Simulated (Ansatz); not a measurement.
Write a Python script for Ansatz 0.2.0, Python API that makes a geometry optimisation of C2H3F2NSe, SMILES FC1(F)NC[Se]1. Settings: PBE0, def2-SVP basis, multiplicity 1.

Input file `c2h3f2nse.xyz`:
```text
9

F     1.46690   -1.42000    0.94490
C     0.98400   -0.30710    0.17160
F     1.95040    0.14090   -0.69730
N    -0.16730   -0.62670   -0.54310
C    -1.05590    0.35180    0.12860
Se    0.31200    1.14680    1.28750
H    -0.11630   -0.34600   -1.53720
H    -1.43910    1.13140   -0.56170
H    -1.84630   -0.11740    0.78970
```

Script `opt.py`:
```python
"""Minimum-energy structure of C2H3F2NSe."""

import itertools

import ansatz as az
from ase.data import atomic_numbers, covalent_radii
import numpy as np

BASIS_SET = "def2-SVP"
XC = "pbe0"


def main() -> None:
    molecule = az.Crystal.molecule_from_extxyz("c2h3f2nse.xyz")

    calc = (
        molecule.calculation()
        .basis(gaussian=BASIS_SET)
        .functional(XC)
    )
    symbols = [site.symbol for site in molecule.cartesian_sites]
    start = np.array([site.position_ang for site in molecule.cartesian_sites], dtype=float)
    rep = calc.relax(force_tolerance=0.02).run(threads=1, backend="cpu").report
    end = np.array(rep["positions_ang"])

    print(f"E = {rep['free_energy_ev']:.6f} eV = {rep['free_energy_ev'] / 27.211386246:.7f} Ha")
    print("converged:", rep["converged"], " doubts:", rep["published_state_doubts"] or "none")

    # pairs closer than 1.2 times the sum of covalent radii, before or after
    radius = [covalent_radii[atomic_numbers[s]] for s in symbols]
    span = lambda where, i, j: np.linalg.norm(where[i] - where[j])
    bonded = [(i, j) for i, j in itertools.combinations(range(len(symbols)), 2) if min(span(start, i, j), span(end, i, j)) < 1.2 * (radius[i] + radius[j])]
    print("pair        before    after (A)")
    for i, j in bonded:
        print(f"{symbols[i]}{i}-{symbols[j]}{j}".ljust(10), f"{span(start, i, j):8.4f} {span(end, i, j):8.4f}")

    charges = rep["charge_distribution"]
    print("dipole moment", round(4.803205 * float(np.linalg.norm(charges["dipole_moment_e_ang"])), 3), "D")
    print("Mulliken:", [(s, round(q, 3)) for s, q in zip(symbols, charges["mulliken_charges_e"])])


if __name__ == "__main__":
    main()
```

```console
$ python opt.py
E = -74363.653108 eV = -2732.8138462 Ha
converged: True  doubts: none
pair        before    after (A)
F0-C1        1.4387   1.3382
C1-F2        1.3746   1.3507
C1-N3        1.3923   1.4035
C1-Se5       1.9521   1.9764
N3-C4        1.4827   1.4479
N3-H6        1.0342   1.0171
C4-Se5       1.9612   1.9727
C4-H7        1.1096   1.1017
C4-H8        1.1322   1.0999
dipole moment 2.73 D
Mulliken: [('F', -0.177), ('C', 0.393), ('F', -0.195), ('N', -0.321), ('C', 0.03), ('Se', -0.052), ('H', 0.141), ('H', 0.087), ('H', 0.092)]
```

Total energies depend on the basis set; only differences at equal settings carry meaning. The end point is the stationary point reached from this start; no frequency run checks that it is a minimum, and the basis set is modest. The whole script took 74 s on 1 thread of Arm Neoverse V1, with other jobs on the host, peak memory 0.38 GiB.
